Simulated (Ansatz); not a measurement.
# TiSn (Fm-3m) in Ansatz: notebook

One crystal, TiSn, is run at these levels: LDA, PBE; tasks: band structure.

Program: Ansatz 0.2.0. These are calculated values, not measurements. Logs are shortened: lines on timing, memory, paths and dates and some standing lists are left out, and cuts for length are marked.

## Step 1: Starting point

The structure is cubic, space group Fm-3m (No. 225). Conventional cell: a = 5.601 Å, b = 5.601 Å, c = 5.601 Å, α = 90.00°, β = 90.00°, γ = 90.00°. Ti (site symmetry m-3m) is surrounded by 6 Sn at 2.80 Å. Around Sn (site symmetry m-3m) lie 6 Ti at 2.80 Å.

The cell was built by a generator and needn't be a form met in nature.

## Step 2: Band structure, LDA

input.yaml

```yaml
crystal:
  lattice:
    - [0.0, 2.80055, 2.80055]
    - [2.80055, 0.0, 2.80055]
    - [2.80055, 2.80055, 0.0]
  atoms:
    - { symbol: Ti, position: [0.0, 0.0, 0.0] }
    - { symbol: Sn, position: [0.5, 0.5, 0.5] }
hamiltonian:
  xc: lda
  pseudopotentials: { kind: paw }
kpoints:
  mp_grid: { grid: [5, 5, 5] }
  band_path:
    path:
      - [[0.0, 0.0, 0.0], [0.5, 0.0, 0.5], [0.5, 0.25, 0.75], [0.375, 0.375, 0.75], [0.0, 0.0, 0.0], [0.5, 0.5, 0.5], [0.625, 0.25, 0.625], [0.5, 0.25, 0.75], [0.5, 0.5, 0.5], [0.375, 0.375, 0.75]]
      - [[0.625, 0.25, 0.625], [0.5, 0.0, 0.5]]
    npoints: 14
scf:
  occupations: { method: fermi_dirac, width: 0.05 }
  n_extra_bands: 6
output:
  forces: true
  stress: true
  eigenvalues: true
  fatbands: true
```

Potentials or basis: Ansatz PAW.

Launch:

```sh
> ansatz run input.yaml --threads 2 --pin off --max-ram 5632MiB --backend cpu --events-out ev --progress --plain --runs-dir out
```

The log of the run:

```text
Warning: RAYON_NUM_THREADS=2 ignored (pool sized by the plan → 2); use --threads N
scf.n_extra_bands = 6 over 13 filled bands (N_el = 26.0): the run solves 19 bands
Engine: ansatz 0.2.0, x86_64-unknown-linux-gnu
Pseudopotentials: kind: paw
Pseudopotential: Ti, paw, valence charge 12, recommended cutoff 420 eV (normal), Ti.paw.azcp
Pseudopotential: Sn, paw, valence charge 14, recommended cutoff 420 eV (normal), Sn.paw.azcp
Functional definition: SPW92
  exchange = slater_x
  correlation = pw_c
Crystal: 2 atoms, lattice volume = 43.930 Å³
Basis set: ecut = 420 eV, 869 PW (Γ)
Bands: 19, of which v1, the nominal top of the filled ones, is band 13 counted from 1 (12 counted from 0)
Symmetry: 48 space group operations
Space group: Fm-3m (ITA 225), of the structure as read, at distance tolerance 3.5e-5 Å
k-points: 10 of 125
Non-local potential: Ti, projectors of the file, l = 0: 3, l = 1: 2, l = 2: 3, l = 3: 1
Non-local potential: Sn, projectors of the file, l = 0: 2, l = 1: 2, l = 2: 2, l = 3: 2
PAW form: soft (Blöchl's): semilocal exchange-correlation on the pseudo side does not see the compensation charge
PAW frozen core: Ti, regenerated for the run's functional, and the local potential with it (the file was generated under x = pbe(κ = 0.804, μ = 0.2195149727645171), c = pbe(β = 0.06672455060314922))
PAW frozen core: Sn, regenerated for the run's functional, and the local potential with it (the file was generated under x = pbe(κ = 0.804, μ = 0.2195149727645171), c = pbe(β = 0.06672455060314922))
PAW one-centre angular grid: Ti, 590 points (default); XC on 64 Gauss nodes
PAW one-centre angular grid: Sn, 590 points (default); XC on 64 Gauss nodes
Initial density: superposition of atomic densities (neutral atoms: chi_scale 0, normalization atom), corrected by the library's trained network
Initial wavefunctions: pseudopotential atomic-orbital guess
Functional: x = slater, c = lda
SCF iter   1: F=—  HF=-8330.040116 eV  |F-HF|=—  |Δ(HF+E_count)|=         —  Δρ=1.03e-2  dr2=4.72e-2  ethr=1.77e-3  ⟨swp⟩=5.8  Hψ=966  notcnv=0
preconditioner: auto → Kerker (q_TF=auto, 2.500 Å⁻¹)  [metal: Δε(μ)=0.114 eV  Ē_g=15.803 eV  σ=0.050 eV  W_gap=0.48  n_scr=14 (ndim 8)  ℏωp=23.8 eV  f_vac=0.000  D(μ)=1.42/eV (n_scr^D=14)]
SCF iter   2: F=—  HF=-8330.033354 eV  |F-HF|=—  |Δ(HF+E_count)|=   6.76e-3  Δρ=5.38e-3  dr2=1.53e-2  ethr=1.82e-4  ⟨swp⟩=2.0  Hψ=323  notcnv=0
preconditioner: auto → none  [insulator: Δε(μ)=0.135 eV  Ē_g=15.797 eV  σ=0.050 eV  W_gap=0.54  n_scr=14 (ndim 8)  ℏωp=23.8 eV  f_vac=0.000  D(μ)=1.32/eV (n_scr^D=14)  ε∞_Penn≈3.3]
SCF iter   3: F=—  HF=-8330.030345 eV  |F-HF|=—  |Δ(HF+E_count)|=   3.01e-3  Δρ=9.32e-4  dr2=2.75e-4  ethr=5.87e-5  ⟨swp⟩=2.0  Hψ=238  notcnv=0
SCF iter   4: F=—  HF=-8330.030241 eV  |F-HF|=—  |Δ(HF+E_count)|=   1.04e-4  Δρ=1.20e-4  dr2=2.75e-6  ethr=1.06e-6  ⟨swp⟩=2.2  Hψ=306  notcnv=0
SCF iter   5: F=—  HF=-8330.030239 eV  |F-HF|=—  |Δ(HF+E_count)|=   1.07e-6  Δρ=1.82e-5  dr2=7.39e-8  ethr=1.06e-8  ⟨swp⟩=2.1  Hψ=247  notcnv=0
SCF iter   6: F=-8330.030240 eV  HF=-8330.030240 eV  |F-HF|=8.42e-10  |Δ(HF+E_count)|=   5.08e-8  Δρ=1.59e-6  dr2=1.20e-9  ethr=2.84e-10  ⟨swp⟩=3.3  Hψ=790  notcnv=0
SCF 1 converged in 6 iterations: F = -8330.030240 eV  dr2 = 1.20e-9
NSCF: frozen V_eff on 142 k-points
SCF converged after 6 iterations
Free energy (F): -8330.030240 eV
Harris-Foulkes:  -8330.030240 eV  (|F-HF|=8.42e-10)
Internal energy: -8330.020516 eV  (E = F + TS)
E sigma→0 (E₀):  -8330.025378 eV
Entropy (-TS):   -0.009723 eV (-4.862 meV/atom)
Fermi energy:    11.497049 eV
--- Per-component energies (eV) ---
  E_band       = -247.131353
  E_kinetic    = 460.815509
  E_local      = -1719.687342  (includes V_loc(G=0)·N_el)
  E_nonlocal   = -14.272299
  E_hartree    = 887.718367
  E_xc         = -475.389796
  E_vxc        = -219.957008  (∫ρ·V_xc dr)
  E_paw        = -4995.498569  (= ΣΔE_a)
  E_vpaw       = -529.466482  (= ΣTr[D̂ρ^β])
  E_aug_tail   = 0.000091  (compensation charges beyond the density's cutoff)
  E_ewald      = -2474.457325
  E_core_change = 0.750849  (= ΣΔE_core)
  E_smearing   = -0.009723  (= −TS)
  E_closure    = 0.000000  (closes the sum)
  Σ components = -8330.030240   (vs F -8330.030240, Δ=0.00e0)
--- Forces (eV/Å), atoms counted from 1 ---
  atom   1  Ti    -0.00000000     0.00000000    -0.00000000
  atom   2  Sn     0.00000000    -0.00000000    -0.00000000
  max |Σ_I F_I| component: 6.11e-29 eV/Å
--- Stress (GPa, compression-positive) ---
       -6.432777      -0.000000      -0.000000
       -0.000000      -6.432777      -0.000000
       -0.000000       0.000000      -6.432777
  P = ⅓ Tr σ = -6.4328 GPa (-64.328 kbar)
--- Band table (eV; the first three rows and the last of 10) ---
  k-point 0: bands = ["-45.1932", "-21.7585", "-21.7585", "-21.7585", "-9.2680", "-9.2680", "-9.1999", "-9.1999", "-9.1999", "1.8206", "11.5991", "11.5991", "11.5991", "12.0125", "12.0125", "14.8023", "14.8023", "14.8023", "19.5017"]
  k-point 1: bands = ["-45.1924", "-21.7701", "-21.7616", "-21.7616", "-9.2574", "-9.2574", "-9.1960", "-9.1902", "-9.1902", "2.3985", "10.4259", "11.0554", "11.0554", "11.9300", "11.9300", "13.4100", "15.9223", "15.9223", "18.7023"]
  k-point 2: bands = ["-45.1911", "-21.7890", "-21.7666", "-21.7666", "-9.2419", "-9.2419", "-9.1897", "-9.1726", "-9.1726", "3.9110", "7.6507", "10.1986", "10.1986", "12.3735", "12.3735", "12.9249", "17.1353", "17.3687", "17.3687"]
  k-point 9: bands = ["-45.1905", "-21.7831", "-21.7749", "-21.7715", "-9.2629", "-9.2382", "-9.1941", "-9.1737", "-9.1561", "4.5711", "8.3938", "9.3659", "10.0966", "12.3556", "12.6256", "13.1730", "13.2535", "14.3510", "19.2982"]
```

It took 1.3 s on 2 threads of Intel Xeon 6975P-C (Granite Rapids), shared host; peak memory 0.38 GiB.

What came out:

```yaml
Free_energy: -8330.0302 eV
Pressure: -6.4 GPa
Band_gap_on_the_k_mesh: none (metal or under the smearing width)
```

Levels at the corners of the path, in eV from the Fermi level:
```csv
point,band 9,band 10,band 11,band 12,band 13,band 14,band 15,band 16,band 17,band 18
Γ,-20.70,-9.68,0.10,0.10,0.10,0.52,0.52,3.31,3.31,3.31
X,-20.65,-7.01,-3.28,-0.94,0.22,0.22,0.92,1.27,1.27,2.09
W,-20.65,-6.70,-2.54,-2.54,-1.88,1.25,1.25,1.27,1.56,2.26
K,-20.65,-6.79,-2.92,-2.68,-0.87,0.47,1.10,1.53,2.08,2.79
Γ,-20.70,-9.68,0.10,0.10,0.10,0.52,0.52,3.31,3.31,3.31
L,-20.67,-7.07,-4.56,-1.42,-1.42,0.97,0.97,1.41,5.39,6.30
U,-20.65,-6.79,-2.92,-2.68,-0.87,0.47,1.10,1.53,2.08,2.79
W,-20.65,-6.70,-2.54,-2.54,-1.88,1.25,1.25,1.27,1.56,2.26
L,-20.67,-7.07,-4.56,-1.42,-1.42,0.97,0.97,1.41,5.39,6.30
K,-20.65,-6.79,-2.92,-2.68,-0.87,0.47,1.10,1.53,2.08,2.79
U,-20.65,-6.79,-2.92,-2.68,-0.87,0.47,1.10,1.53,2.08,2.79
X,-20.65,-7.01,-3.28,-0.94,0.22,0.22,0.92,1.27,1.27,2.09
```

Caveat: the k mesh is coarse (spacing up to 0.39 Å⁻¹), so the values aren't converged; spin-orbit coupling is left out, which moves the levels of the heavy elements; the PAW data sets come from PBE, with cores solved anew for the run's functional, which leaves a small shift of forces and pressure.

## Step 3: Band structure, PBE

Edit input.yaml of step 2 so:

```diff
@@ -9,3 +9,3 @@
 hamiltonian:
-  xc: lda
+  xc: pbe
   pseudopotentials: { kind: paw }
@@ -25,2 +25,2 @@
   eigenvalues: true
-  fatbands: true
+  fatbands: false
```

Potentials or basis: Ansatz PAW.

Launch:

```sh
> ansatz run input.yaml --threads 2 --pin off --max-ram 5632MiB --backend cpu --events-out ev --progress --plain --runs-dir out
```

It took 0.91 s on 2 threads of Intel Xeon 6975P-C (Granite Rapids), shared host; peak memory 0.37 GiB.

Results (log left out):

| Quantity | Value |
| --- | --- |
| Free energy | -8523.9877 eV |
| Pressure | 0.0 GPa |
| Band gap on the k mesh | none (metal or under the smearing width) |

Levels at the corners of the path, in eV from the Fermi level:
```
point  band 10  band 11  band 12  band 13  band 14  band 15  band 16  band 17
    Γ    -9.67     0.13     0.13     0.13     0.48     0.48     3.34     3.34
    X    -6.94    -3.36    -0.95     0.19     0.19     0.88     1.33     1.33
    W    -6.63    -2.60    -2.60    -1.90     1.28     1.28     1.33     1.54
    K    -6.72    -2.99    -2.72    -0.89     0.49     1.15     1.58     2.06
    Γ    -9.67     0.13     0.13     0.13     0.48     0.48     3.34     3.34
    L    -7.03    -4.60    -1.43    -1.43     1.00     1.00     1.46     5.32
    U    -6.72    -2.99    -2.72    -0.89     0.49     1.15     1.58     2.06
    W    -6.63    -2.60    -2.60    -1.90     1.28     1.28     1.33     1.54
    L    -7.03    -4.60    -1.43    -1.43     1.00     1.00     1.46     5.32
    K    -6.72    -2.99    -2.72    -0.89     0.49     1.15     1.58     2.06
    U    -6.72    -2.99    -2.72    -0.89     0.49     1.15     1.58     2.06
    X    -6.94    -3.36    -0.95     0.19     0.19     0.88     1.33     1.33
```

Caveat: the k mesh is coarse (spacing up to 0.39 Å⁻¹), so the values aren't converged; spin-orbit coupling is left out, which moves the levels of the heavy elements.
